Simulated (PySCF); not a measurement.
# C₇H₄Cl₂O: magnetic properties

What do calculations give for the magnetic properties of C₇H₄Cl₂O (`O=C(Cl)c1cccc(Cl)c1`)?

Computed with PySCF 2.14.0 and routines of our own; the level stands in each step. Atoms count from 0.

## 1. The starting structure

14 atoms, charge 0, multiplicity 1; geometry from: GFN2-xTB.

## 2. Magnetic properties: GIAO HF/pcSseg-1

The job: settings as JSON, then the geometry in Å.

```
{"job": {"kind": "mag", "xc": "HF", "basis": "pcSseg-1", "isotopologues": 0}, "charge": 0, "multiplicity": 1}
O      3.096393    -0.507461     0.626099
C      2.329290     0.226925     0.090174
Cl     2.955843     1.658262    -0.739953
C      0.869434     0.080063     0.035133
C      0.323469    -1.034476     0.678396
C     -1.042605    -1.238385     0.669342
C     -1.879814    -0.342830     0.024351
C     -1.333277     0.762848    -0.613536
Cl    -2.371641     1.881424    -1.418526
C      0.032995     0.984313    -0.615213
H      0.987190    -1.723903     1.176428
H     -1.463327    -2.098618     1.166307
H     -2.947480    -0.495855     0.013431
H      0.442851     1.847219    -1.114599
```

Method: GIAO HF/pcSseg-1 magnetisability, rotational g tensor and spin-rotation constants, non-relativistic, gas phase.

The run is started by

```
$ OMP_NUM_THREADS=1 python excited_run.py task.json out
```

This one command runs all jobs of the session in turn.

Standard output:

```text
final grid: 134648 points
cycle   1  E = -1260.9065514321  dE =  3.105e+00  |g| = 9.451e-01  |ddm| = 3.956e+00
cycle   2  E = -1261.0411473067  dE = -1.346e-01  |g| = 7.518e-01  |ddm| = 1.668e+00
cycle   3  E = -1261.1491193917  dE = -1.080e-01  |g| = 1.118e-01  |ddm| = 8.582e-01
cycle   4  E = -1261.1533877388  dE = -4.268e-03  |g| = 4.708e-02  |ddm| = 2.494e-01
cycle   5  E = -1261.1541524940  dE = -7.648e-04  |g| = 1.253e-02  |ddm| = 7.986e-02
cycle   6  E = -1261.1542653381  dE = -1.128e-04  |g| = 6.241e-03  |ddm| = 3.490e-02
cycle   7  E = -1261.1542946670  dE = -2.933e-05  |g| = 2.899e-03  |ddm| = 1.749e-02
cycle   8  E = -1261.1542995712  dE = -4.904e-06  |g| = 9.013e-04  |ddm| = 7.598e-03
cycle   9  E = -1261.1543000916  dE = -5.204e-07  |g| = 2.850e-04  |ddm| = 2.436e-03
cycle  10  E = -1261.1543001389  dE = -4.725e-08  |g| = 1.168e-04  |ddm| = 7.870e-04
cycle  11  E = -1261.1543001476  dE = -8.714e-09  |g| = 3.091e-05  |ddm| = 3.916e-04
cycle  12  E = -1261.1543001484  dE = -8.031e-10  |g| = 1.360e-05  |ddm| = 1.064e-04
converged SCF energy = -1261.1543001484

Magnetisability tensor (1e-30 J/T^2)
    -1294.78       42.62       85.87
       42.62    -1628.90     -490.07
       85.87     -490.07    -2102.71
isotropic -1675.46   principal values   -2418.23  -1323.90  -1284.26
isotropic susceptibility -100.899 1e-6 cm^3/mol

Inertial axes            a          b          c
rot. const./GHz      1.6658     0.6183     0.4510
chi total           -77.364    -79.703   -145.629
chi diamagnetic    -808.001  -1868.360  -2545.346
chi paramagnetic    730.637   1788.657   2399.717
quadrupole/D A      -12.273     12.328     -0.055
g nuclear            0.5355     0.5026     0.5115
g electronic        -0.5718    -0.5196    -0.5084
g total             -0.0363    -0.0170     0.0031

Spin-rotation constants (kHz, H = +C I.J)
atom  isotope        aa         bb         cc
  2   35Cl        0.783      0.074      0.146
  8   35Cl        0.281      0.106      0.124
 10     1H        0.005      0.008     -0.045
 11     1H       -0.159      0.059     -0.045
 12     1H        0.164     -0.057     -0.046
 13     1H       -0.137      0.064     -0.047
  0    17O*      -1.309     -0.443     -0.028
  1    13C*       0.602      0.295      0.119
  3    13C*       0.796      0.210      0.053
  4    13C*       0.711      0.275      0.036
  5    13C*       0.577      0.298      0.041
  6    13C*       0.818      0.230      0.052
  7    13C*       0.689      0.249      0.064
  9    13C*       0.645      0.292      0.053
* in the singly substituted isotopologue
```

Run time: 36 s. Hardware: 1 thread of Arm Neoverse V1, shared host; peak memory 0.97 GiB.

In short:

```
              quantity                     value
       magnetisability          -1675·10⁻³⁰ J/T²
  molar susceptibility       -100.9·10⁻⁶ cm³/mol
rotational g (a, b, c)  -0.0363, -0.0170, 0.0031
```

## 3. Magnetic properties: GIAO BHandHLYP/6-31G*

Settings changed since step 2:

```diff
@@ -1,2 +1,2 @@
-{"job": {"kind": "mag", "xc": "HF", "basis": "pcSseg-1", "isotopologues": 0}, "charge": 0, "multiplicity": 1}
+{"job": {"kind": "mag", "xc": "BHandHLYP", "basis": "6-31G*"}, "charge": 0, "multiplicity": 1}
 O      3.096393    -0.507461     0.626099
```

With the program's defaults for keys left out, this is: GIAO BHandHLYP/6-31G* magnetisability, rotational g tensor and spin-rotation constants, non-relativistic, gas phase.

Standard output:

```text
coarse grid: 14416 points
cycle   1  E = -1264.4323554220  dE =  2.347e+00  |g| = 8.526e-01  |ddm| = 4.216e+00
cycle   2  E = -1264.2298958882  dE =  2.025e-01  |g| = 1.385e+00  |ddm| = 2.049e+00
cycle   3  E = -1264.5966320215  dE = -3.667e-01  |g| = 1.113e-01  |ddm| = 1.294e+00
cycle   4  E = -1264.5991247057  dE = -2.493e-03  |g| = 6.405e-02  |ddm| = 2.202e-01
cycle   5  E = -1264.6001795365  dE = -1.055e-03  |g| = 1.018e-02  |ddm| = 8.488e-02
cycle   6  E = -1264.6002102969  dE = -3.076e-05  |g| = 4.237e-03  |ddm| = 1.817e-02
cycle   7  E = -1264.6002159773  dE = -5.680e-06  |g| = 2.081e-03  |ddm| = 7.482e-03
final grid: 134648 points
cycle   8  E = -1264.5382451409  dE = -7.557e-06  |g| = 3.673e-03  |ddm| = 1.837e-02
cycle   9  E = -1264.5382437374  dE =  1.404e-06  |g| = 4.520e-03  |ddm| = 9.668e-03
cycle  10  E = -1264.5382489967  dE = -5.259e-06  |g| = 4.921e-04  |ddm| = 5.483e-03
cycle  11  E = -1264.5382490631  dE = -6.641e-08  |g| = 1.615e-04  |ddm| = 6.701e-04
cycle  12  E = -1264.5382490723  dE = -9.208e-09  |g| = 5.910e-05  |ddm| = 3.183e-04
cycle  13  E = -1264.5382490734  dE = -1.128e-09  |g| = 3.710e-05  |ddm| = 1.018e-04
cycle  14  E = -1264.5382490738  dE = -3.852e-10  |g| = 5.769e-06  |ddm| = 5.787e-05
converged SCF energy = -1264.5382490738

Magnetisability tensor (1e-30 J/T^2)
    -1225.21       30.75       88.53
       30.75    -1551.24     -466.56
       88.53     -466.56    -2000.02
isotropic -1592.16   principal values   -2301.10  -1266.85  -1208.52
isotropic susceptibility -95.882 1e-6 cm^3/mol

Inertial axes            a          b          c
rot. const./GHz      1.6658     0.6183     0.4510
chi total           -72.999    -76.071   -138.575
chi diamagnetic    -803.918  -1862.993  -2540.823
chi paramagnetic    730.919   1786.922   2402.248
quadrupole/D A      -11.297     11.123      0.173
g nuclear            0.5355     0.5026     0.5115
g electronic        -0.5720    -0.5191    -0.5089
g total             -0.0365    -0.0165     0.0026

Spin-rotation constants (kHz, H = +C I.J)
atom  isotope        aa         bb         cc
  2   35Cl        0.790      0.086      0.148
  8   35Cl        0.303      0.115      0.131
 10     1H       -0.002      0.005     -0.047
 11     1H       -0.165      0.057     -0.047
 12     1H        0.154     -0.059     -0.049
 13     1H       -0.142      0.060     -0.049
  0    17O*      -1.201     -0.400     -0.034
  1    13C*       0.580      0.268      0.120
  3    13C*       0.731      0.204      0.054
  4    13C*       0.647      0.253      0.037
  5    13C*       0.551      0.272      0.042
  6    13C*       0.736      0.215      0.051
  7    13C*       0.643      0.235      0.067
  9    13C*       0.601      0.265      0.052
* in the singly substituted isotopologue
```

It took 35 s on 1 thread of Arm Neoverse V1, shared host; peak memory 0.76 GiB.

From this job:

```
              quantity                     value
       magnetisability          -1592·10⁻³⁰ J/T²
  molar susceptibility        -95.9·10⁻⁶ cm³/mol
rotational g (a, b, c)  -0.0365, -0.0165, 0.0026
```

## 4. Magnetic properties side by side

```
                level  ξ (10⁻³⁰ J/T²)     g(a)     g(b)  gap (eV)  functions  time
     GIAO HF/pcSseg-1           -1675  -0.0363  -0.0170     10.96        204  36 s
GIAO BHandHLYP/6-31G*           -1592  -0.0365  -0.0165      7.30        156  35 s
```

## 5. Summary of results

| quantity | value |
| --- | --- |
| magnetisability (step 2, GIAO HF/pcSseg-1) | -1675·10⁻³⁰ J/T² |
| molar susceptibility (step 2, GIAO HF/pcSseg-1) | -100.9·10⁻⁶ cm³/mol |
| rotational g (a, b, c) (step 2, GIAO HF/pcSseg-1) | -0.0363, -0.0170, 0.0031 |
| magnetisability over the levels | -1675 to -1592·10⁻³⁰ J/T² |

The magnetisability spreads by 5.1 % over 2 levels of like cost. Two levels can agree by chance, so this spread shows no convergence. Vibrational averaging and real surroundings are missing from these values.
